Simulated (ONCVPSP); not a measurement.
**Pseudopotential generation for tellurium: ONCV, PBE**

Do these settings give a usable potential? It is generated, then checked for transferability, scattering, ghosts and hardness.

The numbers are computed with ONCVPSP 4.0.1 (PBE, scalar-relativistic, spin-unpolarised reference atom).

### Step 1. Settings

Typed settings, in words:

- element: tellurium (Te, Z = 52)
- type: optimised norm-conserving Vanderbilt (ONCV)
- frozen core: [Kr] 4d10
- valence charge: 6
- reference configuration: 5s2 5p4
- partial waves: 5s: rc 1.70 bohr, ncon 3, nbas 6, qcut 3.7 1/bohr, 2 projectors, debl 1.6 Ha; 5p: rc 2.30 bohr, ncon 4, nbas 8, qcut 3.8 1/bohr, 2 projectors, debl 1.4 Ha; d scattering state at 0.33 Ha: rc 2.50 bohr, ncon 4, nbas 7, qcut 3.7 1/bohr, 2 projectors, debl 3.8 Ha
- local potential: polynomial inside 1.45 bohr (lpopt 5, dvloc0 -1 Ha)
- core correction: Teter function, fcfact 2.5, rcfact 1.05

### Step 2. Generation

File Te.dat:

```
# ATOM AND REFERENCE CONFIGURATION
# atsym  z   nc   nv     iexc    psfile
  Te 52.00    9    2        4      upf
#
#   n    l    f
    1    0    2.00
    2    0    2.00
    2    1    6.00
    3    0    2.00
    3    1    6.00
    3    2   10.00
    4    0    2.00
    4    1    6.00
    4    2   10.00
    5    0    2.00
    5    1    4.00
#
# PSEUDOPOTENTIAL AND OPTIMIZATION
# lmax
    2
#
#   l,   rc,      ep,       ncon, nbas, qcut
    0    1.70    0.00    3    6    3.70
    1    2.30    0.00    4    8    3.80
    2    2.50    0.33    4    7    3.70
#
# LOCAL POTENTIAL
# lloc, lpopt,  rc(5),   dvloc0
    4    5    1.45   -1.00
#
# VANDERBILT-KLEINMAN-BYLANDER PROJECTORs
# l, nproj, debl
    0    2    1.60
    1    2    1.40
    2    2    3.80
#
# MODEL CORE CHARGE
# icmod, fcfact, rcfact
    3    2.50    1.05
#
# LOG DERIVATIVE ANALYSIS
# epsh1, epsh2, depsh
   -2.00    5.00    0.02
#
# OUTPUT GRID
# rlmax, drl
    6.00    0.01
#
# TEST CONFIGURATIONS
# ncnf
    4
# nvcnf
#   n    l    f
    2
    5    0    2.00
    5    1    3.00
#
    2
    5    0    2.00
    5    1    2.00
#
    2
    5    0    2.00
    5    1    1.00
#
    2
    5    0    1.00
    5    1    5.00
#
```

Launch:

```console
oncvpsp.x < Te.dat > Te.out
```

**Question.** What will these runs give? Wanted: cutoffs for 1 and 0.1 mHa per electron, occupied waves; bound ghosts; GHOST(+) flags; largest test error; largest phase difference near zero energy, channels read; rms error of d²Exc/dn², without and with the model core.

**Answer**, as computed:

```
                                                quantity                 value
  cutoffs for 1 and 0.1 mHa per electron, occupied waves      8.9 Ha and 26 Ha
                                            bound ghosts        s at -29.97 eV
                                          GHOST(+) flags            p at 72 eV
                            largest test error (AE − PS)  -76 meV, for 5s2 5p1
largest phase difference near zero energy, channels read             0.016 rad
 rms error of d²Exc/dn², without and with the model core     5.14 and 3.50 mHa
```

**Reading.** It has a bound ghost (s), a state that the atom doesn't have, and that rules the file out. By total energies transferability is fair: the largest error is 76 meV on 54.6 eV, for 5s2 5p1. That test lies far up in energy; among those under 40 eV, nearer to bonding, the largest error is 31 meV. The potential is soft on the atom at that tolerance: the looser tolerance needs 8.9 Ha. The tighter tolerance needs 26 Ha, and converged work needs a cutoff nearer that. At the looser tolerance the 5s wave is the slowest; 5p needs 6 Ha. Near zero energy the phases of the channels with partial waves agree within 0.016 rad. The pseudo curves have a pole with no partner nearby in the atom's: s at -1.11 Ha. The program also flags highly localised states, GHOST(+) (p). All of this concerns the isolated atom, not yet a solid.
